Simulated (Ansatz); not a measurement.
A nudged elastic band was laid between two geometries of a periodic cell of 17 atoms, TiSi₁₆ (host Si, host structure diamond, interstitial Ti).

Level of theory: DFT PBE, scalar-relativistic, plane waves, PAW (Ansatz 0.2.0). Settings: PAW set soft_1, cutoff 420 eV, k mesh 2x2x2, fermi-dirac smearing 0.05 eV, no spin polarisation.

| Quantity | Value |
| --- | --- |
| movable images | 5 |
| climbing image | yes |
| spring | 5.0 eV/Å² |
| optimiser | quadratic models (default) |
| start path | IDPP |
| force threshold | 0.05 eV/Å |
| iteration limit | 35 |
| end points | relaxed |

Initial state:

```xyz
17
Lattice="0.0000 5.4300 5.4300 5.4300 0.0000 5.4300 5.4300 5.4300 0.0000" Properties=species:S:1:pos:R:3
Si -0.043 0.042 -0.043
Si 1.358 1.392 1.358
Si 2.734 2.695 -0.013
Si 4.037 4.071 1.357
Si 2.760 0.042 2.760
Si 4.073 1.357 4.073
Si 5.388 2.671 2.759
Si 6.791 4.069 4.113
Si -0.013 2.695 2.733
Si 1.357 4.071 4.036
Si 2.733 5.442 2.733
Si 4.075 6.783 4.075
Si 2.759 2.671 5.388
Si 4.113 4.069 6.791
Si 5.417 5.442 5.417
Si 6.790 6.746 6.790
Ti 6.789 9.500 6.789
```

Final state:

```xyz
17
Lattice="0.0000 5.4300 5.4300 5.4300 0.0000 5.4300 5.4300 5.4300 0.0000" Properties=species:S:1:pos:R:3
Si -0.007 0.004 0.006
Si 1.336 1.346 1.347
Si 2.715 2.712 0.043
Si 4.082 4.090 1.347
Si 2.716 0.042 2.714
Si 4.082 1.346 4.093
Si 5.387 2.713 2.715
Si 6.746 4.115 4.114
Si 0.032 2.720 2.720
Si 1.334 4.092 4.095
Si 2.708 5.394 2.722
Si 4.114 6.743 4.119
Si 2.709 2.720 5.397
Si 4.114 4.118 6.745
Si 5.432 5.427 5.428
Si 6.742 6.744 6.745
Ti 8.141 8.146 8.148
```

**Question.** Which bonds break or form, and what moves?

**Answer.** Contacts lost: Si1–Ti17, Si2–Ti17, Si4–Ti17, Si10–Ti17. Contacts made: Si3–Ti17, Si9–Ti17, Si11–Ti17, Si12–Ti17. The atom that moves furthest is Ti17, by 2.35 Å.

**Question.** Give the energies along the band, and the barrier.

**Answer.** It converged. The highest image is number 3 of 0 to 6, 1.72 eV above the ends, which have the same energy within 2 meV. By the program's own check the climbing image is a first-order saddle point (lowest curvatures found: -4.42 and 0.23 eV/Å²). Limits of this set-up: coarse k mesh.

| image | path coordinate (Å) | energy (eV) | Si1–Ti17 (Å) | Si2–Ti17 (Å) | Si4–Ti17 (Å) |
| --- | --- | --- | --- | --- | --- |
| 0 | 0.00 | 0.00 | 2.43 | 2.75 | 2.75 |
| 1 | 0.54 | 0.13 | 2.40 | 2.84 | 2.83 |
| 2 | 1.09 | 1.02 | 2.67 | 3.12 | 3.11 |
| 3 | 1.63 | 1.72 | 3.20 | 3.51 | 3.50 |
| 4 | 2.17 | 1.02 | 3.77 | 3.94 | 3.93 |
| 5 | 2.72 | 0.13 | 4.31 | 4.33 | 4.32 |
| 6 | 3.26 | 0.00 | 4.70 | 4.49 | 4.50 |

**Question.** What is the geometry of the highest image?

**Answer.** 
```xyz
17
Lattice="0.0000 5.4300 5.4300 5.4300 0.0000 5.4300 5.4300 5.4300 0.0000" Properties=species:S:1:pos:R:3
Si 0.190 -0.191 0.194
Si 1.427 1.365 1.431
Si 2.647 2.784 0.012
Si 4.067 4.000 1.433
Si 2.823 0.127 2.830
Si 4.258 1.168 4.265
Si 5.304 2.601 2.832
Si 6.678 4.181 4.205
Si 0.005 2.787 2.644
Si 1.425 4.003 4.065
Si 2.645 5.422 2.646
Si 3.882 6.978 3.883
Si 2.822 2.605 5.302
Si 4.196 4.184 6.676
Si 5.241 5.618 5.242
Si 6.677 6.659 6.677
Ti 7.465 8.823 7.469
```

Time of the run: 8 min on 1 thread of Arm Neoverse V1, with other jobs on the host, peak memory 0.89 GiB.
